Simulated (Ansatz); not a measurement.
# CH4AlBSi (SMILES B[Si]1=[CH][AlH]1): molecular dynamics

Aim: follow the atoms for 60 steps of 0.5 fs at constant energy, with velocities drawn for 500 K.

Method: SPW92/def2-SVP; program: Ansatz 0.2.0, Gaussian basis.

### Step 1. The starting structure

SMILES `B[Si]1=[CH][AlH]1`, 8 atoms, charge 0, spin multiplicity 1.

Atoms are counted from 1 here; the program's logs count them from 0.

Bond lengths: B1–Si2 1.889 Å, B1–H5 1.180 Å, B1–H6 1.179 Å, Si2–C3 1.877 Å, Si2–Al4 2.433 Å, C3–Al4 1.935 Å, C3–H7 1.095 Å, Al4–H8 1.621 Å. Angles: Si2–B1–H5 119.0°, Si2–B1–H6 121.6°, H5–B1–H6 117.2°, B1–Si2–C3 158.2°, B1–Si2–Al4 149.2°, C3–Si2–Al4 51.4°, Si2–C3–Al4 79.3°, Si2–C3–H7 119.7°, Al4–C3–H7 140.9°, Si2–Al4–C3 49.3°, Si2–Al4–H8 152.9°, C3–Al4–H8 155.8°.

Geometry (Å):

```mol
CH4AlBSi
  3D, bonds by distance, orders not assigned

  8  8  0  0  0  0  0  0  0  0999 V2000
   -0.4913    2.0595   -0.3124 B   0  0
    0.1880    0.3196   -0.0277 Si  0  0
    1.1554   -1.0599    0.7990 C   0  0
   -0.0191   -2.0832   -0.3484 Al  0  0
   -1.6601    2.2187   -0.3418 H   0  0
    0.1802    2.9190   -0.7590 H   0  0
    1.4453   -0.9647    1.8508 H   0  0
   -0.7984   -3.4089   -0.8605 H   0  0
  1  2  8  0
  1  5  8  0
  1  6  8  0
  2  3  8  0
  2  4  8  0
  3  4  8  0
  3  7  8  0
  4  8  8  0
M  END
```

### Step 2. Dynamics

md/in.yaml reads:

```yaml
crystal:
  periodic: [false, false, false]
  atoms:
    - {symbol: B, position_ang: [-0.491280, 2.059540, -0.312390]}
    - {symbol: Si, position_ang: [0.187970, 0.319550, -0.027740]}
    - {symbol: C, position_ang: [1.155420, -1.059870, 0.798980]}
    - {symbol: Al, position_ang: [-0.019060, -2.083240, -0.348400]}
    - {symbol: H, position_ang: [-1.660090, 2.218710, -0.341800]}
    - {symbol: H, position_ang: [0.180200, 2.918950, -0.758970]}
    - {symbol: H, position_ang: [1.445260, -0.964710, 1.850790]}
    - {symbol: H, position_ang: [-0.798430, -3.408940, -0.860470]}
basis:
  gaussian: {orbitals: def2-SVP}
hamiltonian: {xc: lda}
md: {n_steps: 60, timestep: 0.5, temperature: 500, ensemble: nve, seed: 931, initial_velocities: maxwell_boltzmann}
```

Started as:

```
$ ansatz run in.yaml --threads 2 --pin off --events-out ev --progress --plain --max-ram 3481MiB
```

**Question.** What will these runs give? Wanted: temperature at the start; mean temperature, second half; lowest and highest potential energy, from the first frame; largest change of potential + kinetic.

The runs gave:

```
                                                 quantity              value
                                                   length  60 steps, 30.0 fs
                                 temperature at the start              500 K
                            mean temperature, second half              613 K
lowest and highest potential energy, from the first frame    -173 and 70 meV
                    largest change of potential + kinetic            0.9 meV
```

**Reading.** With no thermostat the total energy should stay fixed; it holds within 0.9 meV, small beside the kinetic energy, so the time step serves. The temperature runs between 411 and 722 K. The bonding pattern stays as it was.
